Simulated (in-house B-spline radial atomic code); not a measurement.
# In⁴⁺: excited configurations

How much energy does it take to promote electrons of In⁴⁺ to other shells? Each configuration is solved by itself and compared with the reference.

Program: in-house B-spline radial atomic code version 1. Level of theory: non-relativistic Hartree-Fock, average of configuration, point nucleus, basis-set limit. These are calculated values, not measurements, unless marked.

## Step 1: What is computed

```
element       : indium (Z = 49)
charge        : +4
electrons     : 45
configuration : [Kr] 4d9
Hamiltonian   : non-relativistic
nucleus       : point
```

Outer shells as boxes (Hund's rule):

[Kr] 4d9
```
[Kr] core
4d [↑↓][↑↓][↑↓][↑↓][↑ ]
```

The boxes only draw the lowest term's filling; these runs average over all states of the configuration.

Settings, as recorded:

```ini
Z = 49
electrons = 45.0
configuration = [Kr] 4d9
hamiltonian = nr
method = hf
spin_polarised = False
```

From the earlier run of the reference: total energy -5736.402405 hartree. Levels, eight at most:

| orbital | occupation | energy (eV) | <r> (bohr) |
| --- | --- | --- | --- |
| 2s | 2 | -4114.10 | 0.1341 |
| 2p | 6 | -3835.96 | 0.1147 |
| 3s | 2 | -854.62 | 0.3595 |
| 3p | 6 | -739.05 | 0.3513 |
| 3d | 10 | -527.23 | 0.3235 |
| 4s | 2 | -182.26 | 0.8764 |
| 4p | 6 | -141.99 | 0.9281 |
| 4d | 9 | -75.210 | 1.098 |

## Step 2: Run with [Ar] 3d9 4s2 4p5 4d9 6f1 6g1

Settings, as recorded:

```ini
Z = 49
electrons = 45.0
configuration = [Ar] 3d9 4s2 4p5 4d9 6f1 6g1
hamiltonian = nr
method = hf
spin_polarised = False
```

## Step 3: [Ar] 3d9 4s2 4p6 4d8 5p1 6f1

Settings, as recorded:

```ini
Z = 49
electrons = 45.0
configuration = [Ar] 3d9 4s2 4p6 4d8 5p1 6f1
hamiltonian = nr
method = hf
spin_polarised = False
```

## Step 4: Configuration [Kr] 4d7 4f1 6s1

Settings, as recorded:

```ini
Z = 49
electrons = 45.0
configuration = [Kr] 4d7 4f1 6s1
hamiltonian = nr
method = hf
spin_polarised = False
```

## Step 5: [Ar] 3d9 4s2 4p6 4d8 5d2

Settings, as recorded:

```ini
Z = 49
electrons = 45.0
configuration = [Ar] 3d9 4s2 4p6 4d8 5d2
hamiltonian = nr
method = hf
spin_polarised = False
```

## Step 6: Run with [Ar] 3d9 4s2 4p5 4d9 4f1 5d1

Settings, as recorded:

```ini
Z = 49
electrons = 45.0
configuration = [Ar] 3d9 4s2 4p5 4d9 4f1 5d1
hamiltonian = nr
method = hf
spin_polarised = False
```

## Step 7: Configuration [Ar] 3d8 4s2 4p6 4d9 5p1 5f1

Settings, as recorded:

```ini
Z = 49
electrons = 45.0
configuration = [Ar] 3d8 4s2 4p6 4d9 5p1 5f1
hamiltonian = nr
method = hf
spin_polarised = False
```

Q: How far above the reference does each configuration lie (order and size, in eV)?

**Answer**, as computed:

| net move | configuration | energy above the reference (eV) | largest <r> (bohr) |
| --- | --- | --- | --- |
| 2×4d → 4f, 6s | [Kr] 4d7 4f1 6s1 | 104.10 | 4.03 |
| 3d, 4d → 2×5d | [Ar] 3d9 4s2 4p6 4d8 5d2 | 539.52 | 2.90 |
| 3d, 4d → 5p, 6f | [Ar] 3d9 4s2 4p6 4d8 5p1 6f1 | 544.29 | 7.71 |
| 3d, 4p → 4f, 5d | [Ar] 3d9 4s2 4p5 4d9 4f1 5d1 | 609.03 | 2.97 |
| 3d, 4p → 6f, 6g | [Ar] 3d9 4s2 4p5 4d9 6f1 6g1 | 649.75 | 7.86 |
| 2×3d → 5f, 5p | [Ar] 3d8 4s2 4p6 4d9 5p1 5f1 | 1004.58 | 4.60 |

What this shows: The lowest of them is 2×4d → 4f, 6s at 104.10 eV and the highest 2×3d → 5f, 5p at 1004.58 eV. Koopmans' estimate of the ionisation threshold is 75.210 eV; 6 configurations exceed it and could autoionise. Two partly filled shells share a symmetry and can mix in the average, which may lower the energy, for: 3d, 4d → 2×5d; 3d, 4d → 5p, 6f; 3d, 4p → 4f, 5d; 3d, 4p → 6f, 6g; 2×3d → 5f, 5p. These are averages over configurations, without correlation, not spectroscopic levels.
